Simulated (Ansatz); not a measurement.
What does this script print? It uses the Python package of Ansatz (0.2.0).

Script `c2h4fsi.py`:
```python
"""Minimum-energy structure of C2H4FSi."""

import itertools

import ansatz as az
from ase import Atoms
from ase.data import atomic_numbers, covalent_radii
import numpy as np

atoms = Atoms(["C", "C", "Si", "F", "H", "H", "H", "H"], positions=[
    [-0.6019, 0.5596, 1.1098],
    [-0.482, 0.0977, -0.1318],
    [0.7997, -1.0622, -0.6807],
    [0.7584, -1.2315, -2.2578],
    [-1.4634, 1.2879, 1.2816],
    [0.0035, 0.3769, 1.9295],
    [-1.1294, 0.3859, -0.9258],
    [2.2073, -0.4713, -0.3807],
])
system = az.Crystal.molecule_from_ase(atoms)

base = system.calculation().basis(gaussian="6-31G*").functional("b3lyp").spin("collinear", total=1)
symbols = [site.symbol for site in system.cartesian_sites]
start = np.array([site.position_ang for site in system.cartesian_sites], dtype=float)
def progress(event):
    if event["event"] == "relax_step":
        row = event["data"]
        print(f"step {row['step']:3d}  E = {row['lagrangian_ev']:.6f} eV  largest force component {row['allowed_force_max_ev_ang']:.4f} eV/A")


data = base.relax(force_tolerance=0.01, max_steps=100).session().plan().execute(on_event=progress).report
end = np.array(data["positions_ang"])

print(f"E = {data['free_energy_ev']:.6f} eV = {data['free_energy_ev'] / 27.211386246:.7f} Ha")
print("converged:", data["converged"], " doubts:", data["published_state_doubts"] or "none")

# pairs closer than 1.2 times the sum of covalent radii, before or after
radius = [covalent_radii[atomic_numbers[s]] for s in symbols]
span = lambda where, i, j: np.linalg.norm(where[i] - where[j])
bonded = [(i, j) for i, j in itertools.combinations(range(len(symbols)), 2) if min(span(start, i, j), span(end, i, j)) < 1.2 * (radius[i] + radius[j])]
print("pair        before    after (A)")
for i, j in bonded:
    print(f"{symbols[i]}{i}-{symbols[j]}{j}".ljust(10), f"{span(start, i, j):8.4f} {span(end, i, j):8.4f}")

charges = data["charge_distribution"]
dipole = np.array(charges["dipole_moment_e_ang"]) * 4.803205
print("dipole (D): {:.3f} {:.3f} {:.3f}, length {:.3f}".format(*dipole, np.linalg.norm(dipole)))
print("atom  Mulliken   Lowdin")
for symbol, m, l in zip(symbols, charges["mulliken_charges_e"], charges["lowdin_charges_e"]):
    print(f"{symbol:4s} {m:9.3f} {l:8.3f}")
with open("c2h4fsi_opt.xyz", "w") as handle:
    handle.write(f"{len(symbols)}\nrelaxed C2H4FSi\n")
    handle.writelines(f"{s:2s} {x:11.6f} {y:11.6f} {z:11.6f}\n" for s, (x, y, z) in zip(symbols, end))
```

```console
$ python c2h4fsi.py
step   1  E = -12732.801376 eV  largest force component 3.2910 eV/A
step   2  E = -12733.023521 eV  largest force component 1.2711 eV/A
step   3  E = -12733.059224 eV  largest force component 0.5205 eV/A
step   4  E = -12733.056783 eV  largest force component 0.6382 eV/A
step   5  E = -12733.089120 eV  largest force component 0.1194 eV/A
step   6  E = -12733.098535 eV  largest force component 0.0761 eV/A
step   7  E = -12733.104308 eV  largest force component 0.3878 eV/A
step   8  E = -12733.104848 eV  largest force component 0.2663 eV/A
step   9  E = -12733.115004 eV  largest force component 0.0576 eV/A
step  10  E = -12733.116453 eV  largest force component 0.1018 eV/A
step  11  E = -12733.117088 eV  largest force component 0.0459 eV/A
step  12  E = -12733.116638 eV  largest force component 0.0739 eV/A
step  13  E = -12733.117327 eV  largest force component 0.0082 eV/A
E = -12733.117535 eV = -467.9334386 Ha
converged: True  doubts: none
pair        before    after (A)
C0-C1        1.3301   1.3435
C0-H4        1.1411   1.0892
C0-H5        1.0353   1.0893
C1-Si2       1.8137   1.8564
C1-H6        1.0642   1.0906
Si2-F3       1.5867   1.6228
Si2-H7       1.5558   1.4973
dipole (D): -0.845 0.454 1.609, length 1.873
atom  Mulliken   Lowdin
C       -0.308   -0.194
C       -0.273   -0.295
Si       0.574    0.296
F       -0.374   -0.140
H        0.157    0.124
H        0.155    0.136
H        0.162    0.150
H       -0.092   -0.077
```

File `c2h4fsi_opt.xyz` afterwards:
```text
8
relaxed C2H4FSi
C    -0.555635    0.657147    1.001329
C    -0.602372    0.049961   -0.196259
Si    0.757104   -1.079288   -0.764319
F     1.060720   -0.886737   -2.346777
H    -1.380256    1.256818    1.384343
H     0.314717    0.584036    1.652184
H    -1.505793    0.150077   -0.798918
H     2.003715   -0.789014    0.012516
```

Total energies depend on the basis set; only differences at equal settings carry meaning. The end point is the stationary point reached from this start; no frequency run checks that it is a minimum, and the basis set is modest. The species is open-shell (spin multiplicity 2). The Löwdin charges here are taken after orthogonalising the functions within each atom; they differ from plain Löwdin charges, and their signs can be unphysical. b3lyp holds the VWN-RPA fit, as in Gaussian; the form of ORCA and Turbomole is b3lyp5. Run time: 57 s on 1 thread of Arm Neoverse V1, on a shared host, peak memory 0.25 GiB.

(Lines on the test bed's own set-up are left out of the output.)
